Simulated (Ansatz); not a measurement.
# GaNH2F2 (SMILES [NH2][Ga]([F])[F]) at r2SCAN0/cc-pVDZ

Aim: the electronic atomisation energy of GaNH2F2 at r2SCAN0/cc-pVDZ, from 5 runs. 

Program for the calculation: Ansatz 0.2.0.

62 further runs of the same task are left out: 1 that didn't finish, 61 set aside as unsound or not needed.

### Step 1. The system as given

The species is GaNH2F2 (6 atoms), meant as a singlet with charge 0. As SMILES, `[NH2][Ga]([F])[F]`. Geometry: relaxed at PBE0-D4/def2-TZVP.

Bond lengths: N1–Ga2 1.790 Å, Ga2–F3 1.739 Å, Ga2–F4 1.739 Å, N1–H5 1.006 Å, N1–H6 1.006 Å. Angles: N1–Ga2–F3 122.4°, N1–Ga2–F4 122.4°, F3–Ga2–F4 115.1°, Ga2–N1–H5 121.0°, Ga2–N1–H6 121.0°, H5–N1–H6 112.8°.

### Step 2. A single-point energy at r2SCAN0/cc-pVDZ

Input file run.yaml:

```yaml
crystal:
  periodic: [false, false, false]
  atoms:
    - {symbol: "N", position_ang: [-0.297500, 0.963700, -0.172700]}
    - {symbol: Ga, position_ang: [0.284200, -0.715300, 0.042000]}
    - {symbol: F, position_ang: [1.685000, -1.101600, 0.997700]}
    - {symbol: F, position_ang: [-0.455300, -2.067700, -0.763400]}
    - {symbol: H, position_ang: [0.025100, 1.704800, 0.425700]}
    - {symbol: H, position_ang: [-1.199500, 1.152100, -0.575400]}
basis:
  gaussian:
    orbitals: cc-pVDZ
hamiltonian:
  xc: {name: r2SCAN0}
accuracy: high
output: {orbitals: {seedname: orbitals}}
```

Command:

```bash
$ ansatz run run.yaml --threads 1 --pin off --max-ram 3480MiB --events-out events.jsonl --progress --plain --runs-dir runs
```

Output:

```text
Warning: RAYON_NUM_THREADS=1 ignored (pool sized by the plan → 1); use --threads N
Functional definition: r2SCAN0
  name "r2SCAN0"
  parameter a = 0.25
  parameter k0 = 0.174
  parameter k1 = 0.065
  parameter a1 = 4.9479
  exchange = (1 - a)*r2scan_x(k0 = k0, k1 = k1, a1 = a1) + a*exact_x
  correlation = r2scan_c
1729 factors; integrals over basis functions are off by at most 4.6e-9 eV
mean field evaluation 1: about -59323.8264 eV, gradient 6.5e1 eV
mean field evaluation 2: about -59315.2645 eV, gradient 9.1e1 eV
mean field evaluation 4: about -59331.3066 eV, gradient 3.2e0 eV
mean field evaluation 8: about -59331.4300 eV, gradient 1.8e-1 eV
mean field evaluation 16: about -59331.4300 eV, gradient 5.3e-6 eV
mean field -59331.43004841 eV, -2180.3898379912 hartree, gradient 3.9e-8 eV, S^2 0.000000; 0 other end points of the search recorded, 0 dependent functions left out
reference -59331.43004920 eV, -2180.3898380205 hartree; 29, 29 occupied and 50, 50 virtual orbitals, 1729 factors
Total energy: -59331.43004920 eV, -2180.3898380205 hartree
```

Run time: 13 s. Hardware: 1 thread of Arm Neoverse V2, shared host; peak memory 0.31 GiB.

### Step 3. The F atom, same level

Input file job.yaml:

```yaml
crystal:
  periodic: [false, false, false]
  atoms:
    - {symbol: F, position_ang: [0.000000, 0.000000, 0.000000]}
basis:
  gaussian:
    orbitals: cc-pVDZ
magnetization:
  spin_polarized: true
  initial_magnetization: 1
hamiltonian:
  xc: {name: r2SCAN0}
accuracy: high
```

Command:

```bash
$ ansatz run job.yaml --threads 1 --pin off --max-ram 3480MiB --events-out events.jsonl --progress --plain --runs-dir runs
```

Output:

```text
Warning: RAYON_NUM_THREADS=1 ignored (pool sized by the plan → 1); use --threads N
Functional definition: r2SCAN0
  name "r2SCAN0"
  parameter a = 0.25
  parameter k0 = 0.174
  parameter k1 = 0.065
  parameter a1 = 4.9479
  exchange = (1 - a)*r2scan_x(k0 = k0, k1 = k1, a1 = a1) + a*exact_x
  correlation = r2scan_c
96 factors; integrals over basis functions are off by at most 1.7e-9 eV
mean field evaluation 1: about -2712.3960 eV, gradient 5.5e0 eV
mean field evaluation 2: about -2712.4647 eV, gradient 1.2e0 eV
mean field evaluation 4: about -2712.4694 eV, gradient 3.6e-2 eV
mean field evaluation 8: about -2712.4703 eV, gradient 3.5e-4 eV
mean field evaluation 16: about -2712.4703 eV, gradient 3.2e-9 eV
mean field -2712.47030576 eV, -99.6814451583 hartree, gradient 3.2e-9 eV, S^2 0.751355; 0 other end points of the search recorded, 0 dependent functions left out
reference -2712.47030584 eV, -99.6814451613 hartree; 5, 4 occupied and 9, 10 virtual orbitals, 96 factors
Total energy: -2712.47030584 eV, -99.6814451613 hartree
```

Run time: 0.81 s. Hardware: 1 thread of Arm Neoverse V2, shared host; peak memory 0.096 GiB.

### Step 4. The Ga atom, same level

Input file in.yaml:

```yaml
crystal:
  periodic: [false, false, false]
  atoms:
    - {symbol: Ga, position_ang: [0.000000, 0.000000, 0.000000]}
basis:
  gaussian: {orbitals: cc-pVDZ}
magnetization: {spin_polarized: true, initial_magnetization: 1}
hamiltonian: {xc: {name: r2SCAN0}}
accuracy: high
```

Command:

```bash
$ ansatz run in.yaml --threads 1 --pin off --max-ram 3480MiB --events-out events.jsonl --progress --plain --runs-dir runs
```

Output:

```text
Warning: RAYON_NUM_THREADS=1 ignored (pool sized by the plan → 1); use --threads N
Functional definition: r2SCAN0
  name "r2SCAN0"
  parameter a = 0.25
  parameter k0 = 0.174
  parameter k1 = 0.065
  parameter a1 = 4.9479
  exchange = (1 - a)*r2scan_x(k0 = k0, k1 = k1, a1 = a1) + a*exact_x
  correlation = r2scan_c
255 factors; integrals over basis functions are off by at most 4.4e-9 eV
mean field evaluation 1: about -52374.6204 eV, gradient 2.0e0 eV
mean field evaluation 2: about -52374.6710 eV, gradient 5.8e-1 eV
mean field evaluation 4: about -52374.6725 eV, gradient 2.3e-1 eV
mean field evaluation 8: about -52374.6729 eV, gradient 1.7e-5 eV
mean field evaluation 16: about -52374.6729 eV, gradient 9.2e-8 eV
mean field -52374.67288182 eV, -1924.7337275784 hartree, gradient 9.2e-8 eV, S^2 0.755658; 0 other end points of the search recorded, 0 dependent functions left out
reference -52374.67288443 eV, -1924.7337276746 hartree; 16, 15 occupied and 11, 12 virtual orbitals, 255 factors
Total energy: -52374.67288443 eV, -1924.7337276746 hartree
```

It took 2.9 s on 1 thread of Arm Neoverse V2, shared host; peak memory 0.14 GiB.

### Step 5. The H atom

Input file job.yaml:

```yaml
crystal:
  periodic: [false, false, false]
  atoms:
    - symbol: H
      position_ang: [0.000000, 0.000000, 0.000000]
basis:
  gaussian: {orbitals: cc-pVDZ}
magnetization: {spin_polarized: true, initial_magnetization: 1}
hamiltonian: {xc: {name: r2SCAN0}}
accuracy: high
```

Command:

```bash
$ ansatz run job.yaml --threads 1 --pin off --max-ram 3480MiB --events-out events.jsonl --progress --plain --runs-dir runs
```

Output:

```text
Warning: RAYON_NUM_THREADS=1 ignored (pool sized by the plan → 1); use --threads N
Functional definition: r2SCAN0
  name "r2SCAN0"
  parameter a = 0.25
  parameter k0 = 0.174
  parameter k1 = 0.065
  parameter a1 = 4.9479
  exchange = (1 - a)*r2scan_x(k0 = k0, k1 = k1, a1 = a1) + a*exact_x
  correlation = r2scan_c
15 factors; integrals over basis functions are off by at most 4.6e-8 eV
mean field evaluation 1: about -13.5812 eV, gradient 5.2e-1 eV
mean field evaluation 2: about -13.5847 eV, gradient 5.9e-2 eV
mean field evaluation 4: about -13.5846 eV, gradient 1.2e-5 eV
mean field evaluation 8: about -13.5846 eV, gradient 5.0e-11 eV
mean field -13.58462898 eV, -0.4992259069 hartree, gradient 5.0e-10 eV, S^2 0.750000; 0 other end points of the search recorded, 0 dependent functions left out
reference -13.58462964 eV, -0.4992259312 hartree; 1, 0 occupied and 4, 5 virtual orbitals, 15 factors
Total energy: -13.58462964 eV, -0.4992259312 hartree
```

Wall time 0.36 s (1 thread of Arm Neoverse V2, shared host).

### Step 6. The N atom, same level

Input file input.yaml:

```yaml
crystal:
  periodic: [false, false, false]
  atoms:
    - {symbol: "N", position_ang: [0.000000, 0.000000, 0.000000]}
basis:
  gaussian: {orbitals: cc-pVDZ}
total_charge: 0
magnetization: {spin_polarized: true, initial_magnetization: 3}
hamiltonian: {xc: {name: r2SCAN0}}
accuracy: high
```

Command:

```bash
$ ansatz run input.yaml --threads 1 --pin off --max-ram 3480MiB --events-out events.jsonl --progress --plain --runs-dir runs
```

Output:

```text
Warning: RAYON_NUM_THREADS=1 ignored (pool sized by the plan → 1); use --threads N
Functional definition: r2SCAN0
  name "r2SCAN0"
  parameter a = 0.25
  parameter k0 = 0.174
  parameter k1 = 0.065
  parameter a1 = 4.9479
  exchange = (1 - a)*r2scan_x(k0 = k0, k1 = k1, a1 = a1) + a*exact_x
  correlation = r2scan_c
96 factors; integrals over basis functions are off by at most 1.2e-9 eV
mean field evaluation 1: about -1484.8432 eV, gradient 3.7e0 eV
mean field evaluation 2: about -1484.8931 eV, gradient 1.4e0 eV
mean field evaluation 4: about -1484.8991 eV, gradient 1.1e-1 eV
mean field evaluation 8: about -1484.8992 eV, gradient 2.7e-6 eV
mean field -1484.89916993 eV, -54.5690379940 hartree, gradient 4.2e-8 eV, S^2 3.753021; 0 other end points of the search recorded, 0 dependent functions left out
reference -1484.89917018 eV, -54.5690380033 hartree; 5, 2 occupied and 9, 12 virtual orbitals, 96 factors
Total energy: -1484.89917018 eV, -54.5690380033 hartree
```

Wall time 0.68 s (1 thread of Arm Neoverse V2, shared host); peak memory 0.093 GiB.

### Step 7. Outcome

Level: r2SCAN0/cc-pVDZ.

| quantity | value |
| --- | --- |
| molecule: total energy | -2180.38984 Eh |
| molecule: HOMO energy | -8.36 eV |
| molecule: LUMO energy | -0.75 eV |
| molecule: HOMO–LUMO gap | 7.61 eV |
| F atom: total energy | -99.68145 Eh |
| F atom: ⟨S²⟩ | 0.751 |
| Ga atom: total energy | -1924.73373 Eh |
| Ga atom: ⟨S²⟩ | 0.756 |
| H atom: total energy | -0.49923 Eh |
| H atom: ⟨S²⟩ | 0.750 |
| N atom: total energy | -54.56904 Eh |
| N atom: ⟨S²⟩ | 3.753 |
| electronic atomisation energy | 19.748 eV |

**Reading.** Taking the molecule apart into free atoms costs 19.75 eV (1905 kJ/mol), before zero-point energy and without spin-orbit coupling.
